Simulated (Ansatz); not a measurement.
# Butyl acetate (C6H12O2): how energies converge with the basis set

An exercise on one series of results from a longer session: the logs are not shown, and one member is left open.

The runs use Ansatz 0.2.0, Gaussian basis; one geometry, several basis sets.

Levels to be run: PBE0-D4/def2-SVP; ωB97M-V/def2-SVP; PBE0-D4/def2-QZVPP; ωB97M-V/def2-QZVPP; the functionals' def2-TZVPP values are taken from earlier runs.

## Structure used throughout

The geometry comes from an earlier relaxation with PBE0-D4 in a triple-zeta def2 set; it is a stationary point, not always the lowest conformer.

SMILES `CCCCOC(C)=O`, 20 atoms, charge 0, spin multiplicity 1.

Atoms are counted from 1 here; the program's logs count them from 0.

Bond lengths: C1–C2 1.519 Å, C1–H9 1.093 Å, C1–H10 1.092 Å, C1–H11 1.093 Å, C2–C3 1.520 Å, C2–H12 1.096 Å, C2–H13 1.096 Å, C3–C4 1.512 Å, C3–H14 1.094 Å, C3–H15 1.096 Å, C4–O5 1.432 Å, C4–H16 1.092 Å, C4–H17 1.092 Å, O5–C6 1.341 Å, C6–C7 1.498 Å, C6–O8 1.202 Å, C7–H18 1.092 Å, C7–H19 1.091 Å and more. Angles: C2–C1–H9 111.0°, C2–C1–H10 111.5°, C2–C1–H11 111.1°, H9–C1–H10 107.7°, H9–C1–H11 107.6°, H10–C1–H11 107.7°, C1–C2–C3 112.6°, C1–C2–H12 109.6°, C1–C2–H13 109.6°, C3–C2–H12 109.5°, C3–C2–H13 109.2°, H12–C2–H13 106.1°, C2–C3–C4 111.8°, C2–C3–H14 109.8°, C2–C3–H15 109.9°, C4–C3–H14 108.9°, C4–C3–H15 109.1°, H14–C3–H15 107.2° and more.

Geometry (Å):

```tsv
atom	x (Å)	y (Å)	z (Å)
C1	-1.4750	-1.4062	-2.5348
C2	-0.7699	-0.1603	-2.0275
C3	-0.1111	-0.3709	-0.6738
C4	0.5896	0.8779	-0.1893
O5	1.2626	0.6608	1.0554
C6	0.5226	0.7945	2.1652
C7	1.3421	0.5206	3.3890
O8	-0.6410	1.0953	2.1632
H9	-2.2573	-1.7242	-1.8405
H10	-1.9424	-1.2338	-3.5067
H11	-0.7739	-2.2381	-2.6451
H12	-0.0143	0.1566	-2.7560
H13	-1.4881	0.6640	-1.9552
H14	-0.8651	-0.6631	0.0634
H15	0.6159	-1.1882	-0.7351
H16	1.3764	1.1798	-0.8832
H17	-0.1199	1.6998	-0.0726
H18	1.7115	-0.5064	3.3621
H19	2.2127	1.1784	3.4112
H20	0.7332	0.6728	4.2765
```

Set-up of the first run:

File in.yaml:

```yaml
crystal:
  periodic: [false, false, false]
  atoms:
    - {symbol: C, position_ang: [-1.474951, -1.406174, -2.534784]}
    - {symbol: C, position_ang: [-0.769900, -0.160332, -2.027532]}
    - {symbol: C, position_ang: [-0.111133, -0.370930, -0.673766]}
    - {symbol: C, position_ang: [0.589554, 0.877879, -0.189328]}
    - {symbol: O, position_ang: [1.262559, 0.660829, 1.055443]}
    - {symbol: C, position_ang: [0.522603, 0.794478, 2.165243]}
    - {symbol: C, position_ang: [1.342100, 0.520638, 3.389035]}
    - {symbol: O, position_ang: [-0.641041, 1.095332, 2.163249]}
    - {symbol: H, position_ang: [-2.257278, -1.724179, -1.840459]}
    - {symbol: H, position_ang: [-1.942374, -1.233792, -3.506701]}
    - {symbol: H, position_ang: [-0.773914, -2.238106, -2.645134]}
    - {symbol: H, position_ang: [-0.014328, 0.156638, -2.756022]}
    - {symbol: H, position_ang: [-1.488144, 0.664037, -1.955173]}
    - {symbol: H, position_ang: [-0.865124, -0.663065, 0.063350]}
    - {symbol: H, position_ang: [0.615935, -1.188154, -0.735070]}
    - {symbol: H, position_ang: [1.376441, 1.179781, -0.883155]}
    - {symbol: H, position_ang: [-0.119938, 1.699807, -0.072561]}
    - {symbol: H, position_ang: [1.711475, -0.506432, 3.362116]}
    - {symbol: H, position_ang: [2.212685, 1.178351, 3.411181]}
    - {symbol: H, position_ang: [0.733171, 0.672793, 4.276465]}
basis:
  gaussian: {orbitals: def2-SVP}
hamiltonian: {xc: pbe0, dispersion: d4}
output: {orbitals: {seedname: orbitals}}
```

Started as:

```
$ ansatz run in.yaml --threads 2 --pin off --events-out ev --progress --plain --max-ram 32768MiB --backend cpu
```

Among the steps run: PBE0-D4 in def2-SVP; ωB97M-V in def2-SVP; PBE0-D4 in def2-QZVPP; ωB97M-V in def2-QZVPP.

One of the session's tables, all rows but one given; the rest of the session is left out.

It belongs to the step «Functionals by basis». 

```
functional       basis  HOMO (eV)  LUMO (eV)
   PBE0-D4    def2-SVP          ?          ?
   PBE0-D4  def2-TZVPP      -7.89       0.44
   PBE0-D4  def2-QZVPP      -7.92       0.37
   ωB97M-V    def2-SVP     -10.20       2.93
   ωB97M-V  def2-TZVPP     -10.34       2.57
   ωB97M-V  def2-QZVPP     -10.37       1.90
```

Q: Estimate the row for PBE0-D4, def2-SVP from the others.

**Answer.** HOMO (eV): -7.77; LUMO (eV): 0.61. In the column «HOMO (eV)» it is the highest.
